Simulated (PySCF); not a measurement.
# Br3Ga: the cost of one run

The runs use PySCF 2.14.0; levels as typed in each script, gas phase, geometry from GFN2-xTB.

## (1) The system as given

SMILES `Br[Ga](Br)Br`, 4 atoms, charge 0, spin multiplicity 1.

Bond lengths: Br1–Ga2 2.295 Å, Ga2–Br3 2.294 Å, Ga2–Br4 2.292 Å. Angles: Br1–Ga2–Br3 119.9°, Br1–Ga2–Br4 120.0°, Br3–Ga2–Br4 120.1°.

As a file:

```mol
Br3Ga
  3D, bonds by distance, orders not assigned

  4  3  0  0  0  0  0  0  0  0999 V2000
    1.5894   -1.6543    0.0000 Br  0  0
   -0.0013    0.0000    0.0000 Ga  0  0
    0.6385    2.2033    0.0000 Br  0  0
   -2.2268   -0.5490    0.0000 Br  0  0
  1  2  8  0
  2  3  8  0
  2  4  8  0
M  END
```

## (2) Density, bond paths and surface potential (B3LYP/def2-svpd)

The input, input.py:

```python
import numpy as np
from pyscf import gto, scf, dft
from pyscf.scf import atom_ks, atom_hf
from scipy.linalg import block_diag

def solve(mol, dm0=None, hcore=None):
    mf = (dft.UKS if mol.spin else dft.RKS)(mol, xc='b3lyp')
    mf.grids.level = 3
    mf = mf.density_fit(auxbasis='def2-universal-jkfit')
    mf.conv_tol, mf.max_cycle = 1e-8, 80
    if hcore is not None:
        mf.get_hcore = lambda *args: hcore
    mf.kernel(dm0)
    if not mf.converged:
        mf = mf.newton().run(mf.mo_coeff, mf.mo_occ, max_cycle=30)
    assert mf.converged, 'SCF not converged'
    return mf

mol = gto.M(atom='''
Br     1.58944    -1.65430     0.00000
Ga    -0.00133     0.00000     0.00000
Br     0.63854     2.20331     0.00000
Br    -2.22680    -0.54901     0.00000
''', basis='def2-svpd', charge=0, spin=0, verbose=4)
mf = solve(mol)
mf.analyze()
# spherically averaged free atoms, for the promolecule
atm = atom_ks.get_atm_nrks(mol, xc='b3lyp')
pro = block_diag(*[(atm[a[0]][2] * atm[a[0]][3]) @ atm[a[0]][2].T for a in mol._atom])
np.savez('result.npz', e=mf.e_tot, c=mf.mo_coeff, occ=mf.mo_occ, eps=mf.mo_energy, pro=pro, dip=mf.dip_moment(verbose=0), s2=mf.spin_square()[0])
```

Started as:

```console
$ OMP_NUM_THREADS=1 python input.py
```

What time and memory should one allow on 1 thread of Arm Neoverse V2, shared host?

About 25 s, with a peak of 0.65 GiB.
